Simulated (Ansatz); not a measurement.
Al3Pd, 4 atoms in the cell. The structure is cubic, space group Pm-3m (No. 221). Conventional cell: a = 3.947 Å, b = 3.947 Å, c = 3.947 Å, α = 90.00°, β = 90.00°, γ = 90.00°. Pd (site symmetry m-3m) has 12 Al at 2.79 Å as nearest neighbours. Al (site symmetry 4/mmm) has 4 Pd at 2.79 Å and 8 Al at 2.79 Å as nearest neighbours. The cell comes from a database or a generator and needn't be the stable form of this composition.

- Program: Ansatz 0.2.0
- Task: band structure
- Functional: PBEsol
- Potentials or basis: all-electron LAPW, non-relativistic
- Cutoff: 189 eV (chosen from the basis error)
- Basis error allowed: 0.002 eV/atom
- k mesh: 7 × 7 × 7
- Occupations: fermi-dirac, width 0.05 eV
- Spin: no spin polarisation

Potentials or basis: all-electron LAPW, non-relativistic.

Launch:

```console
$ ansatz run input.yaml --threads 2 --pin off --max-ram 8192MiB --backend cpu --events-out ev --progress --plain --runs-dir out
```

Hardware: 2 threads of Intel(R) Xeon(R) Platinum 8259CL CPU @ 2.50GHz (Skylake/Cascade Lake), on a shared host.

Estimate the wall time of this run.

Run time: 10 s on 2 threads of Intel(R) Xeon(R) Platinum 8259CL CPU @ 2.50GHz (Skylake/Cascade Lake) (shared host), peak memory 0.35 GiB. Counts: scf iterations 12, plane waves 365, k points 20, bands 31.
